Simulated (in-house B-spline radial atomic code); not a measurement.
**Cd: binding energies from hole states**

How much more does a second hole in Cd cost because of the first?

Method: Dirac-Hartree-Fock, average of configuration, Fermi nucleus, basis-set limit. Code: in-house B-spline radial atomic code version 1.

**1. What is computed**

```
element       : cadmium (Z = 48)
charge        : 0
electrons     : 48
configuration : [Kr] 4d10 5s2
Hamiltonian   : Dirac-Coulomb
nucleus       : Fermi, rms radius 4.609 fm
```

Outer shells as boxes (Hund's rule):

[Kr] 4d10 5s2
```
[Kr] core
4d [↑↓][↑↓][↑↓][↑↓][↑↓]
5s [↑↓]
```

Settings, as recorded:

```ini
Z = 48
electrons = 48.0
configuration = [Kr] 4d10 5s2
hamiltonian = dirac
method = hf
spin_polarised = False
nucleus = fermi
rms_radius = 4.6087
mass_number = 114
atomic_mass = 113.903364998
speed_of_light = 137.035999084
```

The reference is known from an earlier run: -5593.319191 hartree in all. Up to eight levels, counted from the top:

| orbital | occupation | energy (eV) | <r> (bohr) |
| --- | --- | --- | --- |
| 3d3/2 | 4 | -435.41 | 0.3315 |
| 3d5/2 | 6 | -428.26 | 0.3350 |
| 4s1/2 | 2 | -129.17 | 0.8852 |
| 4p1/2 | 2 | -89.000 | 0.9479 |
| 4p3/2 | 4 | -82.887 | 0.9767 |
| 4d3/2 | 4 | -20.089 | 1.254 |
| 4d5/2 | 6 | -19.290 | 1.274 |
| 5s1/2 | 2 | -7.658 | 3.089 |

Single holes known from earlier runs (ΔSCF): 1s 26802.0 eV, 2s 4040.76 eV, 3s 782.21 eV, 3p1/2 662.94 eV, 3p3/2 627.76 eV, 4s 123.98 eV, 4d3/2 16.810 eV, 4d5/2 16.110 eV.

**2. The 3p1/2 and 4d5/2 holes**

In configurations, a minus sign after the shell means j = l − 1/2 and a plus sign j = l + 1/2; the count of electrons follows.

Settings, as recorded:

```ini
Z = 48
electrons = 46.0
configuration = 1s2 2s2 2p6 3s2 3p-1 3p+4 3d10 4s2 4p6 4d-4 4d+5 5s2
hamiltonian = dirac
method = hf
spin_polarised = False
nucleus = fermi
rms_radius = 4.6087
mass_number = 114
atomic_mass = 113.903364998
speed_of_light = 137.035999084
```

**3. The 2s and 4s holes**

The settings differ from step 2 so:

```diff
@@ -2,3 +2,3 @@
 electrons = 46.0
-configuration = 1s2 2s2 2p6 3s2 3p-1 3p+4 3d10 4s2 4p6 4d-4 4d+5 5s2
+configuration = 1s2 2s1 2p6 3s2 3p6 3d10 4s1 4p6 4d10 5s2
 hamiltonian = dirac
```

**4. The 3s and 4d3/2 holes**

The settings differ from step 3 so:

```diff
@@ -2,3 +2,3 @@
 electrons = 46.0
-configuration = 1s2 2s1 2p6 3s2 3p6 3d10 4s1 4p6 4d10 5s2
+configuration = 1s2 2s2 2p6 3s1 3p6 3d10 4s2 4p6 4d-3 4d+6 5s2
 hamiltonian = dirac
```

**5. The 1s and 3p1/2 holes**

The settings differ from step 4 so:

```diff
@@ -2,3 +2,3 @@
 electrons = 46.0
-configuration = 1s2 2s2 2p6 3s1 3p6 3d10 4s2 4p6 4d-3 4d+6 5s2
+configuration = 1s1 2s2 2p6 3s2 3p-1 3p+4 3d10 4s2 4p6 4d10 5s2
 hamiltonian = dirac
```

**6. The 2s and 3p3/2 holes**

The settings differ from step 5 so:

```diff
@@ -2,3 +2,3 @@
 electrons = 46.0
-configuration = 1s1 2s2 2p6 3s2 3p-1 3p+4 3d10 4s2 4p6 4d10 5s2
+configuration = 1s2 2s1 2p6 3s2 3p-2 3p+3 3d10 4s2 4p6 4d10 5s2
 hamiltonian = dirac
```

**7. The 1s and 1s holes**

The settings differ from step 6 so:

```diff
@@ -2,3 +2,3 @@
 electrons = 46.0
-configuration = 1s2 2s1 2p6 3s2 3p-2 3p+3 3d10 4s2 4p6 4d10 5s2
+configuration = 2s2 2p6 3s2 3p6 3d10 4s2 4p6 4d10 5s2
 hamiltonian = dirac
```

What does each hole state cost in eV, and how does that compare with the orbital energies or single holes?

As calculated:

| two holes | ΔSCF (eV) | less the two single holes (eV) |
| --- | --- | --- |
| 3p1/2 and 4d5/2 | 695.08 | 16.03 |
| 2s and 4s | 4184.47 | 19.73 |
| 3s and 4d3/2 | 815.16 | 16.14 |
| 1s and 3p1/2 | 27523.2 | 58.35 |
| 2s and 3p3/2 | 4715.76 | 47.25 |
| 1s and 1s | 54323.8 | 719.90 |

**Reading.** Two holes cost more than the sum of each, because the second electron leaves a more charged ion. The excess runs from 16.0 eV (3p1/2 and 4d5/2) to 719.9 eV (1s and 1s); it tends to be largest where both holes are compact. Two partly filled shells share a symmetry and can mix in the average, which may lower the energy, in these hole states: 2s and 4s. Values are for the free atom, measured from the vacuum level.
